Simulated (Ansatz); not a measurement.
# H4NO3V: a ladder of functionals and wavefunction methods

The task here is to estimate one member of a computed series from the others.

The runs use Ansatz 0.2.0, Gaussian basis; functionals in def2-TZVPP, the program's frozen cores in correlated methods.

Levels to be run: LDA (SPW92), PBE-D4, revPBE-D4, BLYP-D4, r2SCAN-D4, B97M-V, PBE0-D4, B3LYP-D4, r2SCANh-D4, r2SCAN0-D4, HSE06-D4, BHLYP-D4, CAM-B3LYP-D4, LC-ωPBE, ωB97X-V, ωB97M-V, B2PLYP, PBE-QIDH; CCSD(T)/def2-SVP; CCSD(T)/def2-TZVPP; MP2/def2-QZVPP; extrapolation to the limit; RPA on PBE.

## The relaxed structure

An earlier PBE0-D4 in a triple-zeta def2 set relaxation fixed the geometry.

SMILES `[NH]=[V]([OH])([OH])[OH]`, 9 atoms, charge 0, spin multiplicity 1.

Atoms are counted from 1 here; the program's logs count them from 0.

Bond lengths: N1–V2 1.603 Å, N1–H6 1.010 Å, V2–O3 1.784 Å, V2–O4 1.784 Å, V2–O5 1.768 Å, O3–H7 0.964 Å, O4–H8 0.964 Å, O5–H9 0.959 Å. Angles: V2–N1–H6 172.2°, N1–V2–O3 107.0°, N1–V2–O4 107.0°, N1–V2–O5 111.6°, O3–V2–O4 112.3°, O3–V2–O5 109.5°, O4–V2–O5 109.5°, V2–O3–H7 115.7°, V2–O4–H8 115.7°, V2–O5–H9 123.3°.

The first run:

The input, in.yaml:

```yaml
crystal:
  periodic: [false, false, false]
  atoms:
    - {symbol: N, position_ang: [-0.220153, 1.225865, -1.092281]}
    - {symbol: V, position_ang: [0.020191, -0.005942, -0.094369]}
    - {symbol: O, position_ang: [1.725812, -0.496140, -0.274104]}
    - {symbol: O, position_ang: [-1.108931, -1.298180, -0.581127]}
    - {symbol: O, position_ang: [-0.290387, 0.448594, 1.585774]}
    - {symbol: H, position_ang: [-0.336595, 1.915372, -1.821430]}
    - {symbol: H, position_ang: [2.051734, -1.124259, 0.379894]}
    - {symbol: H, position_ang: [-1.185061, -2.039383, 0.029846]}
    - {symbol: H, position_ang: [-0.568111, 1.327773, 1.850697]}
basis:
  gaussian: {orbitals: def2-TZVPP}
hamiltonian: {xc: lda}
output: {orbitals: {seedname: orbitals}}
```

The run is started by

```sh
> ansatz run in.yaml --threads 4 --pin off --events-out ev --progress --plain --max-ram 10444MiB
```

Among the steps run: LDA; PBE-D4 (GGA); revPBE-D4 (GGA); BLYP-D4 (GGA); r2SCAN-D4 (meta-GGA); B97M-V (meta-GGA); PBE0-D4 (hybrid); B3LYP-D4 (hybrid); r2SCANh-D4 (hybrid); r2SCAN0-D4 (hybrid); HSE06-D4 (hybrid); BHLYP-D4 (hybrid); CAM-B3LYP-D4 (range-separated); LC-ωPBE (range-separated); ωB97X-V (range-separated); ωB97M-V (range-separated); B2PLYP (double hybrid); PBE-QIDH (double hybrid).

One of the session's tables, all rows but one given; the rest of the session is left out.

It belongs to the step «Orbital energies across the functionals». 

| functional | HOMO (eV) | LUMO (eV) | gap (eV) |
| --- | --- | --- | --- |
| LDA (SPW92) | -6.82 | -3.04 | 3.79 |
| PBE-D4 | -6.62 | -2.80 | 3.82 |
| revPBE-D4 | -6.55 | -2.72 | 3.83 |
| BLYP-D4 | -6.51 | -2.74 | 3.78 |
| r2SCAN-D4 | -6.93 | -2.79 | 4.13 |
| B97M-V | -6.99 | -2.80 | 4.19 |
| PBE0-D4 | -8.12 | -1.89 | 6.23 |
| B3LYP-D4 | -7.88 | -2.18 | 5.69 |
| r2SCANh-D4 | -7.49 | -2.43 | 5.06 |
| r2SCAN0-D4 | -8.34 | -1.88 | 6.46 |
| HSE06-D4 | -7.71 | -2.28 | 5.44 |
| BHLYP-D4 | -9.52 | -0.85 | 8.67 |
| CAM-B3LYP-D4 | -9.58 | -0.79 | 8.79 |
| LC-ωPBE | ? | ? | ? |
| ωB97X-V | -10.58 | 0.37 | 10.95 |
| ωB97M-V | -10.51 | 0.36 | 10.87 |

Estimate the missing values for LC-ωPBE.

As computed: HOMO (eV): -10.96; LUMO (eV): 0.42; gap (eV): 11.37. In the column «HOMO (eV)» it is the lowest.
